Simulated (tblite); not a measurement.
# C5H11NO2Si: the cost of one run

The runs use tblite 0.8.0 and PySCF 2.14.0, with density-fitted response routines of our own; the level of theory stands in each step. All values are computed, except where a source is named. Atoms count from 0, in the outputs and in this text.

## 1. The starting structure

20 atoms, charge 0, multiplicity 1; geometry from: force field or distance geometry start.

Bonds of the start (Å): C0–C1 1.48, C1–C2 1.36, C2–C3 1.48, C3–N4 1.30, C2–O5 1.38, O5–Si6 1.67, Si6–O7 1.67, O7–C8 1.42, C0–H9 1.09, C0–H10 1.09, C0–H11 1.11, C1–H12 1.08, C3–H13 1.10, N4–H14 1.03, Si6–H15 1.47, Si6–H16 1.48, C8–H17 1.09, C8–H18 1.10, C8–H19 1.09.

## 2. Relaxing the molecule with GFN2-xTB

The job: settings as JSON, then the geometry in Å.

```
{"job": {"kind": "relax", "xc": "GFN2-xTB", "basis": "xTB"}, "charge": 0, "multiplicity": 1}
C     -3.041900     1.091100    -0.496200
C     -2.308400    -0.197300    -0.507900
C     -1.089200    -0.407700     0.065100
C     -0.554900    -1.790200     0.001500
N      0.458300    -2.255900     0.673100
O     -0.443800     0.598200     0.746200
Si     1.042200     1.145800     0.207800
O      2.253800     0.251300     0.929700
C      3.322500    -0.215700     0.115700
H     -3.227900     1.422000    -1.520100
H     -2.523100     1.890700     0.029500
H     -4.026300     0.955600    -0.009300
H     -2.822600    -1.020800    -0.984800
H     -1.087800    -2.499300    -0.654400
H      0.858100    -1.512300     1.268800
H      1.127500     1.021700    -1.253100
H      1.216400     2.570000     0.584000
H      4.003100    -0.787300     0.748600
H      3.874300     0.628900    -0.312900
H      2.964700    -0.878000    -0.671700
```

On the command line:

```bash
OMP_NUM_THREADS=1 python probes_run.py task.json out
```

One launch serves the whole session: the jobs run in the order shown.

**Question.** How long does this first job take on 1 thread of Arm Neoverse V1, shared host, and how much memory does it need?

About 1.6 s, with a peak of 0.18 GiB.
